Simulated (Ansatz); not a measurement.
**Nb: a tetragonal deformation path**

One table from this session's results is given with a row withheld; the runs are named, their logs left out.

Program: Ansatz 0.2.0. Level of theory: DFT r2SCAN, scalar-relativistic, plane waves, PAW. These are calculated values, not measurements.

## Starting point

The structure is cubic, space group Fm-3m (No. 225). Conventional cell: a = 4.230 Å, b = 4.230 Å, c = 4.230 Å, α = 90.00°, β = 90.00°, γ = 90.00°. Nb (site symmetry m-3m) has 12 Nb at 2.99 Å in its first shell of neighbours.

Coordinates:

```cif
data_structure
_symmetry_space_group_name_H-M 'Fm-3m'
_symmetry_Int_Tables_number 225
_cell_length_a 4.2300
_cell_length_b 4.2300
_cell_length_c 4.2300
_cell_angle_alpha 90.000
_cell_angle_beta 90.000
_cell_angle_gamma 90.000
_cell_volume 75.69
loop_
_atom_site_label
_atom_site_type_symbol
_atom_site_symmetry_multiplicity
_atom_site_Wyckoff_symbol
_atom_site_fract_x
_atom_site_fract_y
_atom_site_fract_z
_atom_site_occupancy
Nb1 Nb 4 a 0.00000 0.00000 0.00000 1
```

The cell is taken as given, not relaxed at this level.

## The reference cell

The reference gives a free energy of -4563.3044 eV, pressure -2.00 GPa, largest force 0.000 eV/Å and gap on the mesh none (metal). It was computed beforehand with the settings of the runs below.

The first run:

At fixed volume and fractional coordinates, lengths along (0.000, 0.000, 1.000) are scaled against those across it; ρ is that ratio over its starting value.

input.yaml

```yaml
crystal:
  lattice:
    - [0.0, 2.3741267449, 1.6785076087]
    - [2.3741267449, 0.0, 1.6785076087]
    - [2.3741267449, 2.3741267449, 0.0]
  atoms:
    - { symbol: Nb, position: [0.0, 0.0, 0.0] }
basis:
  ecutwfc: 500
kpoints:
  mp_grid: { grid: [22, 22, 22] }
hamiltonian:
  xc: r2scan
scf:
  occupations: { method: gaussian, width: 0.15 }
output:
  forces: true
  stress: true
  eigenvalues: true
```

Started as:

```sh
> ansatz run input.yaml --threads 1 --pin off --max-ram 2560MiB --backend cpu --events-out ev --progress --plain --runs-dir out
```

Steps of the session up to this table: Point ρ = 0.707; Point ρ = 1.414; At ρ = 0.850; Point ρ = 1.200; ρ = 0.780; Point ρ = 1.300; Point ρ = 0.920; ρ = 1.100; At ρ = 0.650; Point ρ = 1.500; At ρ = 0.960; ρ = 1.050.

One table of the session follows, with a row left open; its other results are not shown here.

Collected from the runs (energy zero: the undisturbed cell):

| ρ | ΔE (meV/atom) | pressure (GPa) |
| --- | --- | --- |
| 0.650 | -289.0 | -7.3 |
| 0.707 | -311.0 | -7.8 |
| 0.780 | -271.3 | -7.1 |
| 0.850 | -175.1 | -5.3 |
| 0.920 | -64.5 | -3.3 |
| 0.960 | -17.5 | -2.4 |
| 1.000 | 0.0 | -2.0 |
| 1.050 | ? | ? |
| 1.100 | -71.7 | -3.4 |
| 1.200 | -165.7 | -4.8 |
| 1.300 | -186.1 | -4.8 |
| 1.414 | -114.9 | -3.1 |
| 1.500 | -3.4 | -0.8 |

Q: Estimate the row for ρ = 1.050 from the others.

Worked estimate for «ΔE (meV/atom)». A straight line through the neighbours (1.000, 0.0) and (1.100, -71.7) gives 0.0 + (-71.7 − 0.0) × (1.050 − 1.000) / (1.100 − 1.000) = -35.9; a parabola fitted to 4 rows on both sides gives -32.0.

The run gave: ΔE (meV/atom): -22.7; pressure (GPa): -2.5. In «ΔE (meV/atom)» the line misses by -13.2 and the parabola by -9.3.
